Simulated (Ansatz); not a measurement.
# CH5BS2: the cost of one run

All numbers below are computed with Ansatz 0.2.0 (UKS PBE0/cc-pVDZ).

## (1) Starting point

Bond lengths: B1–S2 2.206 Å, B1–S3 1.710 Å, B1–C5 1.553 Å, S2–H6 1.330 Å, C5–H7 1.092 Å, C5–H8 1.089 Å, C5–H9 1.091 Å. Angles: B1–S2–H6 92.4°, S2–B1–S3 102.1°, S2–B1–C5 116.6°, S3–B1–C5 141.4°, B1–C5–H7 111.0°, B1–C5–H8 111.9°, B1–C5–H9 112.0°, H7–C5–H8 107.5°, H7–C5–H9 106.3°, H8–C5–H9 107.8°.

Coordinates:

```xyz
9

B    -0.3303   -0.3042   -0.1342
S     0.8148    0.9006   -1.5848
S    -1.7207   -0.7247   -1.0374
H    -0.7457    0.2470   -2.1825
C     0.3102   -0.4974    1.2672
H     0.2163    2.0260   -1.2068
H     1.2015   -1.1252    1.2072
H    -0.3771   -0.9714    1.9666
H     0.6311    0.4492    1.7048
```

## (2) Pulling towards end A

Springs on the bonds that form and break draw the guess towards this end; the thresholds are loose.

input.yaml

```yaml
crystal:
  periodic: [false, false, false]
  atoms:
    - { symbol: B, position_ang: [-0.3303, -0.3042, -0.1342] }
    - { symbol: S, position_ang: [0.8148, 0.9006, -1.5848] }
    - { symbol: S, position_ang: [-1.7207, -0.7247, -1.0374] }
    - { symbol: H, position_ang: [-0.7457, 0.247, -2.1825] }
    - { symbol: C, position_ang: [0.3102, -0.4974, 1.2672] }
    - { symbol: H, position_ang: [0.2163, 2.026, -1.2068] }
    - { symbol: H, position_ang: [1.2015, -1.1252, 1.2072] }
    - { symbol: H, position_ang: [-0.3771, -0.9714, 1.9666] }
    - { symbol: H, position_ang: [0.6311, 0.4492, 1.7048] }
magnetization:
  spin_polarized: true
basis:
  gaussian: { orbitals: cc-pVDZ }
hamiltonian:
  xc: pbe0
relax:
  f_tol: 0.15
  max_steps: 25
  restrain:
    - { distance: [3, 1], at: 2.66, k: 30.0 }
    - { distance: [0, 1], at: 1.89, k: 30.0 }
    - { distance: [3, 2], at: 1.36, k: 30.0 }
```

Launch:

```bash
$ ansatz run input.yaml --threads 2 --pin off --max-ram 3072MiB --backend cpu --events-out ev --progress --plain --runs-dir out
```

What time and memory should one allow on 2 threads of Arm Neoverse V1, shared host?

About 39 s, with a peak of 0.25 GiB.
